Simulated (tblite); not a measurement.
# BeF2H2: the cost of one run

Programs: tblite 0.8.0 and PySCF 2.14.0. All values are calculated, for the isolated system unless a continuum is named. Atoms count from 0, parts from 1.

### Step 1. The system as given

5 atoms, charge 2, multiplicity 1; geometry: rigid parts in contact. Parts: 1 = atom 0, `[Be+2]`, charge 2; 2 = atoms 1–2, `F`, charge 0; 3 = atoms 3–4, `F`, charge 0.

### Step 2. Docking the parts with GFN2-xTB

The job: settings as JSON, then the geometry in Å.

```
{"job": {"kind": "dock", "xc": "GFN2-xTB", "basis": "xTB"}, "charge": 2, "multiplicity": 1, "parts": [{"atoms": "0-0", "charge": 2, "multiplicity": 1}, {"atoms": "1-2", "charge": 0, "multiplicity": 1}, {"atoms": "3-4", "charge": 0, "multiplicity": 1}]}
Be     0.322145     0.598856    -1.205922
F     -0.627628     1.607733    -0.836200
H     -1.329988     2.320920    -0.614457
F      1.264166    -0.399690    -1.600080
H      1.978104    -1.026364    -1.939612
```

Method: GFN2-xTB search for minima from random contacts, gas phase.

Launch:

```
> OMP_NUM_THREADS=1 python cluster_run.py task.json out
```

This one command runs all jobs of the session in turn.

**Question.** How long does this first job take on 1 thread of Arm Neoverse N1, shared host?

About 22 s.
